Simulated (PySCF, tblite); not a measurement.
# C4H2NO2S−: dynamics, then NMR shifts on frames, part 2 of 2

tblite 0.8.0 and PySCF 2.14.0. Atoms count from 0. The steps go on from the part before.

## Step 5: Nuclear shieldings: 625 fs, PBE0/pcSseg-1

What the job is given:

```
{"job": {"kind": "nmr", "xc": "PBE0", "basis": "pcSseg-1", "pop": false}, "charge": -1, "multiplicity": 1}
O     -2.481100     0.783300     0.616800
C     -2.042200    -0.350300     0.370600
O     -2.563200    -1.482800     0.276200
C     -0.495200    -0.443700     0.138700
C      0.633200     0.162500     0.619500
N      1.834000    -0.224600     0.128600
C      1.657600    -1.239500    -0.667800
S     -0.022400    -1.725100    -0.942800
H      0.651600     0.936200     1.316900
H      2.405500    -1.721700    -1.296300
```

Level: GIAO PBE0/pcSseg-1 NMR shielding, non-relativistic, gas phase.

The program printed:

```text
coarse grid: 10448 points
cycle   1  E = -756.1877336320  dE =  1.575e+00  |g| = 1.082e+00  |ddm| = 3.423e+00
cycle   2  E = -754.5118818364  dE =  1.676e+00  |g| = 2.634e+00  |ddm| = 4.359e+00
cycle   3  E = -756.3513624757  dE = -1.839e+00  |g| = 4.679e-01  |ddm| = 3.942e+00
cycle   4  E = -756.4069661256  dE = -5.560e-02  |g| = 1.962e-01  |ddm| = 7.216e-01
cycle   5  E = -756.4121474962  dE = -5.181e-03  |g| = 1.293e-01  |ddm| = 3.212e-01
cycle   6  E = -756.4165528732  dE = -4.405e-03  |g| = 3.007e-02  |ddm| = 1.622e-01
cycle   7  E = -756.4167222916  dE = -1.694e-04  |g| = 1.493e-02  |ddm| = 3.538e-02
cycle   8  E = -756.4167623817  dE = -4.009e-05  |g| = 4.964e-03  |ddm| = 1.515e-02
cycle   9  E = -756.4167665424  dE = -4.161e-06  |g| = 1.910e-03  |ddm| = 5.621e-03
final grid: 100736 points
cycle  10  E = -756.4865714108  dE = -7.276e-06  |g| = 1.241e-02  |ddm| = 2.540e-02
cycle  11  E = -756.4865080060  dE =  6.340e-05  |g| = 2.117e-02  |ddm| = 3.018e-02
cycle  12  E = -756.4866008740  dE = -9.287e-05  |g| = 1.436e-03  |ddm| = 2.084e-02
cycle  13  E = -756.4866013563  dE = -4.823e-07  |g| = 4.994e-04  |ddm| = 1.859e-03
cycle  14  E = -756.4866014039  dE = -4.757e-08  |g| = 7.106e-05  |ddm| = 4.012e-04
cycle  15  E = -756.4866014041  dE = -2.024e-10  |g| = 6.560e-05  |ddm| = 1.215e-04
cycle  16  E = -756.4866014051  dE = -9.741e-10  |g| = 1.345e-05  |ddm| = 6.859e-05
converged SCF energy = -756.4866014051

GIAO shielding tensors (ppm)
atom      isotropic    diamagn.    paramagn.     s11        s22        s33       span
  0 O       -8.454     406.652    -415.107   -218.153    -63.077    255.868    474.021
  1 C       21.918     239.561    -217.642    -80.983     54.446     92.291    173.274
  2 O      -40.661     405.835    -446.496   -238.991    -43.756    160.764    399.756
  3 C       10.662     265.844    -255.181    -41.258    -27.426    100.672    141.930
  4 C       53.684     249.552    -195.867    -13.814     49.914    124.953    138.767
  5 N      -92.131     331.562    -423.693   -371.817   -114.956    210.380    582.198
  6 C       29.070     259.269    -230.199    -57.814     38.613    106.411    164.226
  7 S      174.974    1058.413    -883.439   -103.232    241.949    386.205    489.437
  8 H       24.966      33.683      -8.716     21.956     24.682     28.261      6.305
  9 H       23.757      30.629      -6.872     20.737     22.165     28.369      7.632
```

Run time: 15 s. Hardware: 1 thread of Arm Neoverse V1, shared host; peak memory 0.72 GiB.

In short: δ C3 176.3, C1 165.0, C6 157.9, C4 133.2, H9 7.96, H8 6.75 ppm.

## Step 6: NMR shieldings: 800 fs, PBE0/pcSseg-1

What the job is given:

```
{"job": {"kind": "nmr", "xc": "PBE0", "basis": "pcSseg-1", "pop": false}, "charge": -1, "multiplicity": 1}
O     -2.679500     0.889800     0.580100
C     -2.310000    -0.285100     0.390900
O     -2.927500    -1.369400     0.462200
C     -0.843700    -0.278700     0.083500
C      0.064700     0.676900     0.509400
N      1.388900     0.401700     0.371200
C      1.542200    -0.755200    -0.142800
S      0.086400    -1.609100    -0.550900
H     -0.133600     1.707000     0.906700
H      2.512400    -1.224600    -0.251000
```

With the program's defaults for keys left out, this is: GIAO PBE0/pcSseg-1 NMR shielding, non-relativistic, gas phase.

The program printed:

```text
coarse grid: 10448 points
cycle   1  E = -756.1800178581  dE =  1.651e+00  |g| = 1.094e+00  |ddm| = 3.410e+00
cycle   2  E = -753.8694976417  dE =  2.311e+00  |g| = 2.911e+00  |ddm| = 5.408e+00
cycle   3  E = -756.3284724589  dE = -2.459e+00  |g| = 5.612e-01  |ddm| = 5.028e+00
cycle   4  E = -756.4054546078  dE = -7.698e-02  |g| = 2.286e-01  |ddm| = 8.172e-01
cycle   5  E = -756.4115982066  dE = -6.144e-03  |g| = 1.584e-01  |ddm| = 3.519e-01
cycle   6  E = -756.4173582845  dE = -5.760e-03  |g| = 3.451e-02  |ddm| = 1.822e-01
cycle   7  E = -756.4175810609  dE = -2.228e-04  |g| = 1.420e-02  |ddm| = 4.586e-02
cycle   8  E = -756.4176236884  dE = -4.263e-05  |g| = 5.890e-03  |ddm| = 1.983e-02
cycle   9  E = -756.4176300579  dE = -6.369e-06  |g| = 2.204e-03  |ddm| = 6.954e-03
final grid: 100736 points
cycle  10  E = -756.4865633107  dE =  3.891e-07  |g| = 1.365e-02  |ddm| = 2.496e-02
cycle  11  E = -756.4864724527  dE =  9.086e-05  |g| = 2.419e-02  |ddm| = 3.626e-02
cycle  12  E = -756.4866002694  dE = -1.278e-04  |g| = 2.652e-03  |ddm| = 2.532e-02
cycle  13  E = -756.4866017420  dE = -1.473e-06  |g| = 4.574e-04  |ddm| = 2.866e-03
cycle  14  E = -756.4866017743  dE = -3.231e-08  |g| = 2.007e-04  |ddm| = 5.578e-04
cycle  15  E = -756.4866017820  dE = -7.666e-09  |g| = 5.531e-05  |ddm| = 2.080e-04
cycle  16  E = -756.4866017826  dE = -5.639e-10  |g| = 1.630e-05  |ddm| = 6.837e-05
converged SCF energy = -756.4866017826

GIAO shielding tensors (ppm)
atom      isotropic    diamagn.    paramagn.     s11        s22        s33       span
  0 O      -25.552     408.322    -433.874   -242.092    -65.904    231.341    473.433
  1 C       21.149     238.669    -217.519    -78.470     65.004     76.915    155.385
  2 O      -26.743     404.729    -431.472   -211.072    -85.550    216.393    427.465
  3 C       28.336     265.368    -237.032    -38.949     20.568    103.388    142.336
  4 C       35.672     252.068    -216.395    -32.956     34.045    105.928    138.884
  5 N      -88.628     332.823    -421.451   -361.978   -130.072    226.166    588.144
  6 C       37.004     258.350    -221.346    -47.906     53.103    105.815    153.721
  7 S      248.393    1058.048    -809.656     22.638    287.708    434.832    412.194
  8 H       23.116      30.955      -7.839     19.090     23.973     26.286      7.196
  9 H       23.926      30.985      -7.060     20.286     23.493     27.998      7.713
```

Run time: 15 s. Hardware: 1 thread of Arm Neoverse V1, shared host; peak memory 0.72 GiB.

In short: δ C1 165.8, C3 158.6, C4 151.3, C6 149.9, H8 8.60, H9 7.79 ppm.

## Step 7: NMR shieldings: 1000 fs, PBE0/pcSseg-1

What the job is given:

```
{"job": {"kind": "nmr", "xc": "PBE0", "basis": "pcSseg-1", "pop": false}, "charge": -1, "multiplicity": 1}
O     -3.138500     1.102400    -0.230400
C     -2.688500    -0.038800    -0.143800
O     -3.250500    -1.129000     0.098800
C     -1.126200    -0.146000     0.008700
C     -0.301600     0.665700     0.747900
N      0.985000     0.234800     0.930700
C      1.085400    -0.955700     0.411300
S     -0.360900    -1.651500    -0.301200
H     -0.479900     1.676900     1.097300
H      2.041600    -1.452300     0.444800
```

With the program's defaults for keys left out, this is: GIAO PBE0/pcSseg-1 NMR shielding, non-relativistic, gas phase.

The program printed:

```text
coarse grid: 10448 points
cycle   1  E = -756.1817283983  dE =  1.589e+00  |g| = 1.089e+00  |ddm| = 3.393e+00
cycle   2  E = -754.1595397378  dE =  2.022e+00  |g| = 2.817e+00  |ddm| = 4.710e+00
cycle   3  E = -756.3357634843  dE = -2.176e+00  |g| = 5.194e-01  |ddm| = 4.333e+00
cycle   4  E = -756.4024538117  dE = -6.669e-02  |g| = 2.165e-01  |ddm| = 7.732e-01
cycle   5  E = -756.4082913081  dE = -5.837e-03  |g| = 1.528e-01  |ddm| = 3.648e-01
cycle   6  E = -756.4139503776  dE = -5.659e-03  |g| = 3.585e-02  |ddm| = 1.763e-01
cycle   7  E = -756.4141613342  dE = -2.110e-04  |g| = 1.650e-02  |ddm| = 3.962e-02
cycle   8  E = -756.4142174044  dE = -5.607e-05  |g| = 5.284e-03  |ddm| = 1.829e-02
cycle   9  E = -756.4142222578  dE = -4.853e-06  |g| = 2.003e-03  |ddm| = 5.566e-03
final grid: 100736 points
cycle  10  E = -756.4841519240  dE = -4.182e-06  |g| = 1.297e-02  |ddm| = 2.508e-02
cycle  11  E = -756.4840795132  dE =  7.241e-05  |g| = 2.219e-02  |ddm| = 3.136e-02
cycle  12  E = -756.4841850041  dE = -1.055e-04  |g| = 1.742e-03  |ddm| = 2.179e-02
cycle  13  E = -756.4841857308  dE = -7.267e-07  |g| = 4.821e-04  |ddm| = 2.092e-03
cycle  14  E = -756.4841857717  dE = -4.086e-08  |g| = 1.290e-04  |ddm| = 4.159e-04
cycle  15  E = -756.4841857737  dE = -2.078e-09  |g| = 7.834e-05  |ddm| = 1.552e-04
cycle  16  E = -756.4841857750  dE = -1.254e-09  |g| = 1.309e-05  |ddm| = 8.072e-05
cycle  17  E = -756.4841857750  dE = -3.320e-11  |g| = 4.964e-06  |ddm| = 1.729e-05
converged SCF energy = -756.4841857750

GIAO shielding tensors (ppm)
atom      isotropic    diamagn.    paramagn.     s11        s22        s33       span
  0 O       -1.192     405.790    -406.982   -212.021    -50.354    258.798    470.819
  1 C       22.260     239.138    -216.877    -78.530     52.788     92.523    171.053
  2 O      -49.743     405.439    -455.181   -233.600    -71.026    155.399    388.999
  3 C       18.578     265.230    -246.652    -43.375    -16.051    115.161    158.536
  4 C       43.355     252.421    -209.066    -24.252     41.678    112.641    136.893
  5 N      -99.911     331.848    -431.759   -366.240   -148.329    214.837    581.077
  6 C       29.531     257.516    -227.985    -57.402     43.858    102.137    159.539
  7 S      239.354    1058.362    -819.008     -9.373    293.162    434.273    443.645
  8 H       23.971      32.167      -8.196     20.723     24.222     26.966      6.243
  9 H       24.018      31.489      -7.471     20.863     24.011     27.181      6.318
```

Run time: 15 s. Hardware: 1 thread of Arm Neoverse V1, shared host; peak memory 0.72 GiB.

Key values: δ C3 168.3, C1 164.7, C6 157.4, C4 143.6, H8 7.75, H9 7.70 ppm.

## Step 8: Side by side: NMR shifts

Shifts (ppm) of some atoms, chosen among heavy atoms and hydrogens apart, with basis size and wall time:

```
  frame     C4    H9    H8     O2     O0     N5   S7  functions  time
 250 fs  156.3  7.59  7.29  367.1  318.2  376.4  270        153  17 s
 425 fs  141.9  7.42  7.60  348.6  315.0  348.7  266        153  17 s
 625 fs  133.2  7.96  6.75  376.7  344.5  359.9  329        153  15 s
 800 fs  151.3  7.79  8.60  362.8  361.6  356.4  255        153  15 s
1000 fs  143.6  7.70  7.75  385.8  337.3  367.6  264        153  15 s
```

## Step 9: What came out

What follows sums up all 2 parts.

```
                                      quantity                           value
                                    thermostat                           300 K
                 mean temperature, second half                           272 K
       mean potential energy above the minimum                         0.29 eV
13C shifts against TMS (PBE0/pcSseg-1, 250 fs)  162.5, 159.8, 156.4, 156.3 ppm
 1H shifts against TMS (PBE0/pcSseg-1, 250 fs)                  7.59, 7.29 ppm
17O shifts against H2O (PBE0/pcSseg-1, 250 fs)                367.1, 318.2 ppm
15N shifts against NH3 (PBE0/pcSseg-1, 250 fs)                       376.4 ppm
33S shifts against CS2 (PBE0/pcSseg-1, 250 fs)                         270 ppm
                      range of the shift of S7                  255 to 329 ppm
```

**Reading.** In the second half the potential energy averages 0.29 eV above the minimum; equipartition over 24 harmonic modes at 300 K would give 0.31 eV. With 10 atoms the temperature swings widely (170 to 427 K). Shifts at one fixed geometry are not the observed spectrum, which averages over the motion. In the first frame run (250 fs): The largest span, 606 ppm, is at N5, where the paramagnetic term is -442 ppm. NICS(1)zz of -26 ppm above the planar ring from C3 marks a diatropic (aromatic) ring current. Across the 5 runs the shift of S7 moves most, between 255 (800 fs) and 329 ppm (625 fs).
